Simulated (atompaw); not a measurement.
# A PAW (atompaw) potential for Ga, from input to tests

Task: generate the file, and judge it by its logarithmic derivatives, its ghosts and its cutoff.

The numbers are computed with atompaw 4.2.0.5 (PBE, scalar-relativistic, spin-unpolarised reference atom).

### 1 Settings

The settings as typed:

| Item | Value |
| --- | --- |
| element | gallium (Ga, Z = 31) |
| type | PAW |
| frozen core | [Ar] 3d10 |
| valence charge | 3 |
| reference configuration | 4s2 4p1 |
| partial waves | 4s (bound); 4s channel at 3.5 Ry; 4p (bound); 4p channel at 1.75 Ry; 4d channel at 0.05 Ry; 4d channel at 1.25 Ry |
| local potential | troulliermartins scheme with l = 3 at 0 Ry, radius 2.25 bohr |
| core correction | smooth core density matched at 1.40 bohr |
| augmentation charge | sinc compensation charge, radius 2.10 bohr; PAW radius 2.40 bohr; waves and projectors: bloechl |

The nodes and maxima of the atom's own shells, from an earlier all-electron run, set the scale for the radii.

All-electron outer shells of the reference configuration (PBE, scalar-relativistic, ld1.x):

```
shell  level (eV)  outermost node (bohr)  outermost maximum (bohr)
   3p      -98.86                   0.24                      0.56
   3d      -19.15                      –                      0.53
   4s       -8.95                   0.81                      1.90
   4p       -2.58                   0.87                      2.53
```

### 2 Generating the potential

Ga.input reads:

```
Ga 31
GGA-PBE scalarrelativistic loggrid 1500 logderivrange -3 5 201
4 4 3 0 0 0
4 1 1
0 0 0
c
c
c
v
c
c
v
c
2
2.40 2.10 2.25 1.40
y
3.5
n
y
1.75
n
y
0.05
y
1.25
n
bloechl sinc
3 0 troulliermartins
PWSCFOUT
UPFDX 0.0125d0 UPFXMIN -7.d0 UPFZMESH 31.d0
END
```

Launch:

```bash
$ atompaw < Ga.input > Ga.log
```

What does the calculation give? Wanted: cutoffs for 10 and 1 mRy, occupied levels; bound ghosts; largest phase difference near zero energy, channels read; lowest eigenvalue of the overlap; share of valence orbitals outside the PAW sphere; UPF file.

**Answer**, as computed:

| quantity | value |
| --- | --- |
| cutoffs for 10 and 1 mRy, occupied levels | 6 Ry or less and 25 Ry |
| bound ghosts | d at -13.24 eV |
| largest phase difference near zero energy, channels read | 0.055 rad |
| lowest eigenvalue of the overlap (Bessel basis) | 0.046 (p) |
| share of valence orbitals outside the PAW sphere | 4s 41 %, 4p 72 % |
| UPF file | written |

What this shows: It has a bound ghost (d), a state that the atom doesn't have, and that rules the file out. By its cutoff, 6 Ry or less for the looser tolerance, it is soft on the atom. The tighter tolerance needs 25 Ry, and converged work needs a cutoff nearer that. The slowest occupied level is 4s: taken alone it needs 18 Ry to come within 1 mRy, against 8 Ry for 4p. Of the channels read, d scatters worst near zero energy, by up to 0.05 rad (at the energies tabulated). These are tests on the free atom; a crystal test is still owed.
